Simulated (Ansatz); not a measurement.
**CH₄ClIOZr: how energies converge with the basis set**

Aim: see how fast density functionals converge with the basis set for CH₄ClIOZr.

Program: Ansatz 0.2.0, Gaussian basis. Level of theory: one geometry, several basis sets. These are calculated values, not measurements.

Plan: PBE0-D4/def2-SVP; ωB97M-V/def2-SVP; PBE0-D4/def2-QZVPP; ωB97M-V/def2-QZVPP; the functionals' def2-TZVPP values are taken from earlier runs.

### Step 1. The relaxed structure

An earlier PBE0-D4 in a triple-zeta def2 set relaxation fixed the geometry. Zr, I take the def2 core potential; no spin-orbit term is included.

SMILES `[CH3][Zr]([OH])([Cl])[I]`, 9 atoms, charge 0, spin multiplicity 1.

Atoms are counted from 1 here; the program's logs count them from 0.

Bond lengths: C1–Zr2 2.189 Å, C1–H6 1.096 Å, C1–H7 1.096 Å, C1–H8 1.096 Å, Zr2–O3 1.887 Å, Zr2–Cl4 2.346 Å, Zr2–I5 2.727 Å, O3–H9 0.954 Å. Angles: Zr2–C1–H6 110.0°, Zr2–C1–H7 111.0°, Zr2–C1–H8 110.8°, H6–C1–H7 108.3°, H6–C1–H8 108.4°, H7–C1–H8 108.2°, C1–Zr2–O3 104.5°, C1–Zr2–Cl4 106.1°, C1–Zr2–I5 106.7°, O3–Zr2–Cl4 112.4°, O3–Zr2–I5 112.4°, Cl4–Zr2–I5 113.9°, Zr2–O3–H9 168.9°.

Coordinates:

```
C    -0.88573   -0.33367    1.05611
Zr    0.21425    0.05267   -0.79676
O     1.93909    0.56135   -0.22638
Cl    0.22603   -1.97182   -1.98144
I    -1.09508    2.07408   -2.07575
H    -1.91490   -0.63226    0.82542
H    -0.41455   -1.13722    1.63312
H    -0.91933    0.56415    1.68321
H     2.85021    0.82273   -0.11754
```

### Step 2. PBE0-D4 in def2-SVP

File in.yaml:

```yaml
crystal:
  periodic: [false, false, false]
  atoms:
    - {symbol: C, position_ang: [-0.885728, -0.333675, 1.056113]}
    - {symbol: Zr, position_ang: [0.214252, 0.052672, -0.796764]}
    - {symbol: O, position_ang: [1.939093, 0.561353, -0.226379]}
    - {symbol: Cl, position_ang: [0.226033, -1.971825, -1.981435]}
    - {symbol: I, position_ang: [-1.095077, 2.074078, -2.075752]}
    - {symbol: H, position_ang: [-1.914898, -0.632260, 0.825415]}
    - {symbol: H, position_ang: [-0.414548, -1.137221, 1.633120]}
    - {symbol: H, position_ang: [-0.919334, 0.564147, 1.683211]}
    - {symbol: H, position_ang: [2.850207, 0.822730, -0.117539]}
basis:
  gaussian: {orbitals: def2-SVP}
hamiltonian: {xc: pbe0, dispersion: d4}
output: {orbitals: {seedname: orbitals}}
```

The runs that follow: ωB97M-V in def2-SVP; PBE0-D4 in def2-QZVPP; ωB97M-V in def2-QZVPP.

**Question.** What will the summary of the whole plan be? Wanted: PBE0-D4: double and triple zeta above quadruple; ωB97M-V: double and triple zeta above quadruple.

As calculated:

```
                                       quantity          value
PBE0-D4: double and triple zeta above quadruple  9.24, 0.66 eV
ωB97M-V: double and triple zeta above quadruple  9.32, 0.63 eV
```

In words: For PBE0-D4 the step from double to triple zeta gains 8.58 eV and the next only 0.66 eV. Total energies overstate the basis error of differences, where much of it tends to cancel.
